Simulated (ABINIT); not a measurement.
# Sn3Se (Fm-3m) in ABINIT: further runs

One crystal, Sn3Se, is run at these levels: PBEsol, PBE; tasks: single point.

All numbers are computed with ABINIT 10.8.3 (patched build); they aren't measurements. Logs are shortened: lines on timing, memory, paths and dates and some standing lists are left out, and cuts for length are marked. The log counts tension as positive stress, the text compression.

**1. The structure**

The structure is cubic, space group Fm-3m (No. 225). Conventional cell: a = 7.466 Å, b = 7.466 Å, c = 7.466 Å, α = 90.00°, β = 90.00°, γ = 90.00°. Sn (site symmetry m-3m) is surrounded by 8 Sn at 3.23 Å. Around Sn (site symmetry -43m) lie 4 Sn at 3.23 Å and 4 Se at 3.23 Å. Around Se (site symmetry m-3m) lie 8 Sn at 3.23 Å.

The cell comes from a database or a generator and needn't be the stable form of this composition.

**2. Single point, PBEsol**

The input, run.abi:

```
# Pseudopotentials
pp_dirpath "./"
pseudos "Sn_ONCV_PBE-1.2.upf, Se_ONCV_PBE-1.2.upf"

# Structure
acell 5.2794543898 5.2794543898 5.2794543898 Angstrom
rprim
     0.0000000000     0.7071067812     0.7071067812
     0.7071067812     0.0000000000     0.7071067812
     0.7071067812     0.7071067812     0.0000000000
ntypat 2
znucl 50 34
natom 4
typat 1 1 1 2
xcart
     7.0546084054     7.0546084054     7.0546084054
    10.5819126081    10.5819126081    10.5819126081
     3.5273042027     3.5273042027     3.5273042027
     0.0000000000     0.0000000000     0.0000000000

# Plane-wave basis
ecut 18.0

# k points
kptopt 1
ngkpt 4 4 4
nshiftk 1
shiftk 0.0 0.0 0.0

# Exchange and correlation
ixc -116133

# Bands and occupations
nband 26
occopt 1

# SCF cycle
nstep 100
tolvrs 1.0e-10
diemac 6.0

# Output
iomode 3
prtwf 0
prteig 0
prtebands 0
enunit 1
prtvol 2
prtden 1
prtvha 1
prtvclmb 1
prtpot 1
prtelf 1
```

Potentials or basis: SG15 NC PBE v1.2.

On the command line:

```sh
$ mpirun --bind-to none -np 8 abinit run.abi > log 2>&1
```

run.abo:

```text
.Version 10.8.3 of ABINIT
 Symmetries : space group Fm -3 m (#225); Bravais cF (face-center cubic)
================================================================================
 Values of the parameters that define the memory need of the present run
     intxc =       0    ionmov =       0      iscf =       7    lmnmax =       6
     lnmax =       6     mgfft =      40  mpssoang =       3    mqgrid =    3001
     natom =       4  nloc_mem =       1    nspden =       1   nspinor =       1
    nsppol =       1      nsym =      48    n1xccc =       0    ntypat =       2
    occopt =       1   xclevel =       2
       mpw =        2580          nfft =       64000          nkpt =           8
================================================================================
================================================================================

--------------------------------------------------------------------------------
------------- Echo of variables that govern the present computation ------------
--------------------------------------------------------------------------------
 -outvars: echo values of preprocessed input variables --------
            acell      9.9767228909E+00  9.9767228909E+00  9.9767228909E+00 Bohr
              amu      1.18710000E+02  7.89600000E+01
           diemac      6.00000000E+00
             ecut      1.80000000E+01 Hartree
           enunit           1
              ixc     -116133
         kptrlatt        4    0    0      0    4    0      0    0    4
          kptrlen      3.99068916E+01
            natom           4
            nband          26
            ngfft          40      40      40
             nkpt           8
            nstep         100
             nsym          48
           ntypat           2
        prtebands           0
           prteig           0
           prtelf           1
           prtpot           1
         prtvclmb           1
           prtvha           1
           prtvol           2
            prtwf           0
            rprim      0.0000000000E+00  7.0710678120E-01  7.0710678120E-01
                       7.0710678120E-01  0.0000000000E+00  7.0710678120E-01
                       7.0710678120E-01  7.0710678120E-01  0.0000000000E+00
          spgroup         225
           tolvrs      1.00000000E-10
            typat      1  1  1  2
           xangst      3.7331380001E+00  3.7331380001E+00  3.7331380001E+00
                       5.5997070001E+00  5.5997070001E+00  5.5997070001E+00
                       1.8665690000E+00  1.8665690000E+00  1.8665690000E+00
                       0.0000000000E+00  0.0000000000E+00  0.0000000000E+00
[... 212 lines left out ...]
 -15.46726  -15.46726  -15.46679  -15.46506  -15.46506  -15.43125  -15.43125  -15.41704
 -15.39335  -15.39335  -15.24574  -15.24369  -15.24369  -15.22813  -15.22813   -6.87996
  -2.97035   -0.09420    1.67685    2.84220    2.84220    3.36665    4.27887    4.27887
   6.16419    6.16419
 kpt#   3, nband= 26, wtk=  0.06250, kpt=  0.5000  0.0000  0.0000 (reduced coord)
 -15.47523  -15.47523  -15.45371  -15.43211  -15.43211  -15.42718  -15.42591  -15.42591
 -15.42269  -15.42269  -15.25038  -15.24992  -15.24992  -15.22110  -15.22110   -6.57648
  -3.15527   -1.08974    1.02651    2.69771    2.69771    3.70770    3.70770    5.25527
   6.25564    8.06624
 kpt#   4, nband= 26, wtk=  0.09375, kpt=  0.2500  0.2500  0.0000 (reduced coord)
 -15.47505  -15.47505  -15.47459  -15.45894  -15.44452  -15.43547  -15.42194  -15.42194
[... 8 lines left out ...]
 kpt#   6, nband= 26, wtk=  0.18750, kpt= -0.2500  0.2500  0.0000 (reduced coord)
 -15.47772  -15.46747  -15.45826  -15.45744  -15.44102  -15.43040  -15.42841  -15.42152
 -15.41574  -15.39642  -15.25145  -15.24677  -15.24017  -15.23076  -15.22192   -6.60398
  -2.88810   -1.15358    0.24294    2.36757    3.12599    3.61460    4.90757    5.96508
   6.21621    6.31284
 kpt#   7, nband= 26, wtk=  0.04688, kpt=  0.5000  0.5000  0.0000 (reduced coord)
 -15.48013  -15.48013  -15.46370  -15.46227  -15.44920  -15.42529  -15.42529  -15.41207
 -15.40592  -15.38074  -15.26615  -15.25616  -15.24796  -15.21431  -15.21431   -6.43428
  -2.47255   -1.47573   -0.36384    1.15694    1.15694    5.82908    6.50109    6.50109
   6.89072    8.64324
 kpt#   8, nband= 26, wtk=  0.09375, kpt= -0.2500  0.5000  0.2500 (reduced coord)
 -15.47410  -15.46664  -15.46664  -15.44722  -15.44131  -15.44111  -15.44111  -15.41395
 -15.40028  -15.40028  -15.25396  -15.24937  -15.23796  -15.23796  -15.21246   -6.41960
  -1.80368   -1.80368   -1.78490    3.07929    3.17274    3.74388    3.74388    6.87563
   6.87563    9.13833
 Total charge density [el/Bohr^3]
)     Maximum=    6.3935E-01  at reduced coord.    0.7750    0.7750    0.8250
)Next maximum=    6.3935E-01  at reduced coord.    0.6250    0.7750    0.8250
)     Minimum=    1.2186E-04  at reduced coord.    0.0000    0.0000    0.0000
)Next minimum=    6.7604E-03  at reduced coord.    0.0250    0.0000    0.0000
   Integrated=    4.8000E+01

--- !EnergyTerms
iteration_state     : {dtset: 1, }
comment             : Components of total free energy in Hartree
kinetic             :  9.74723381863998E+01
hartree             :  3.58678175275331E+01
xc                  : -2.37708810463933E+01
Ewald energy        : -1.54841076288128E+02
psp_core            :  9.59254930519094E+00
local_psp           : -1.11173675747404E+02
non_local_psp       : -4.32518410050582E+01
total_energy        : -1.90104769067860E+02
total_energy_eV     : -5.17301429830855E+03
band_energy         : -1.62664992220332E+01
...

 Cartesian components of stress tensor (hartree/bohr^3)
  sigma(1 1)=  1.16598219E-04  sigma(3 2)=  0.00000000E+00
  sigma(2 2)=  1.16598219E-04  sigma(3 1)=  0.00000000E+00
  sigma(3 3)=  1.16598219E-04  sigma(2 1)=  0.00000000E+00

-Cartesian components of stress tensor (GPa)         [Pressure= -3.4304E+00 GPa]
- sigma(1 1)=  3.43043805E+00  sigma(3 2)=  0.00000000E+00
- sigma(2 2)=  3.43043805E+00  sigma(3 1)=  0.00000000E+00
- sigma(3 3)=  3.43043805E+00  sigma(2 1)=  0.00000000E+00

== END DATASET(S) ==============================================================
================================================================================

 -outvars: echo values of variables after computation  --------
            acell      9.9767228909E+00  9.9767228909E+00  9.9767228909E+00 Bohr
           etotal     -1.9010476907E+02
            fcart      7.4548045697E-32 -7.4548045697E-32  5.5911034273E-32
                      -5.2183631988E-31 -7.4548045697E-32  6.5229539985E-31
                       3.7274022848E-31  2.2364413709E-31 -7.6411746839E-31
                       7.4548045697E-32 -7.4548045697E-32  5.5911034273E-32
            rprim      0.0000000000E+00  7.0710678120E-01  7.0710678120E-01
                       7.0710678120E-01  0.0000000000E+00  7.0710678120E-01
                       7.0710678120E-01  7.0710678120E-01  0.0000000000E+00
           strten      1.1659821930E-04  1.1659821930E-04  1.1659821930E-04
                       0.0000000000E+00  0.0000000000E+00  0.0000000000E+00
           xangst      3.7331380001E+00  3.7331380001E+00  3.7331380001E+00
                       5.5997070001E+00  5.5997070001E+00  5.5997070001E+00
                       1.8665690000E+00  1.8665690000E+00  1.8665690000E+00
                       0.0000000000E+00  0.0000000000E+00  0.0000000000E+00
             xred      5.0000000000E-01  5.0000000000E-01  5.0000000000E-01
                       7.5000000000E-01  7.5000000000E-01  7.5000000000E-01
                       2.5000000000E-01  2.5000000000E-01  2.5000000000E-01
                       0.0000000000E+00  0.0000000000E+00  0.0000000000E+00
 Calculation completed.
```

It took 4.2 s on 8 MPI ranks of Arm Neoverse V1, shared host; peak memory 0.56 GiB.

Results:

```
Free energy                                           : -5173.0143 eV
Pressure                                              : -3.4 GPa
Band gap on the k mesh                                : none (metal or under the smearing width)
Valence electrons inside the program's atomic spheres : Sn 10.32, 10.30; Se 3.17
```

Caveat: the k mesh is coarse (spacing up to 0.36 Å⁻¹), so the values aren't converged; the potentials were made for another functional, which shifts forces and pressure.

**3. Single point, PBE**

Changes to run.abi since step 2:

```diff
@@ -30,3 +30,3 @@
 # Exchange and correlation
-ixc -116133
+ixc 11
```

Potentials or basis: SG15 NC PBE v1.2.

On the command line:

```sh
$ mpirun --bind-to none -np 8 abinit run.abi > log 2>&1
```

It took 4 s on 8 MPI ranks of Arm Neoverse V1, shared host; peak memory 0.56 GiB.

Results (log left out):

- Free energy: -5181.1300 eV
- Pressure: -0.3 GPa
- Band gap on the k mesh: none (metal or under the smearing width)
- Valence electrons inside the program's atomic spheres: Sn 10.34, 10.32; Se 3.20

Levels at points of the mesh, in eV from the Fermi level:
```tsv
k point	band 22	band 23	band 24	band 25	band 26
(0.00, 0.00, 0.00)	-3.63	-2.23	-2.23	-2.23	-1.52
(0.50, 0.00, 0.00)	-3.11	-3.11	-1.64	-0.59	1.21
(0.50, 0.50, 0.00)	-1.08	-0.38	-0.38	0.05	1.81
```

Caveat: the k mesh is coarse (spacing up to 0.36 Å⁻¹), so the values aren't converged.
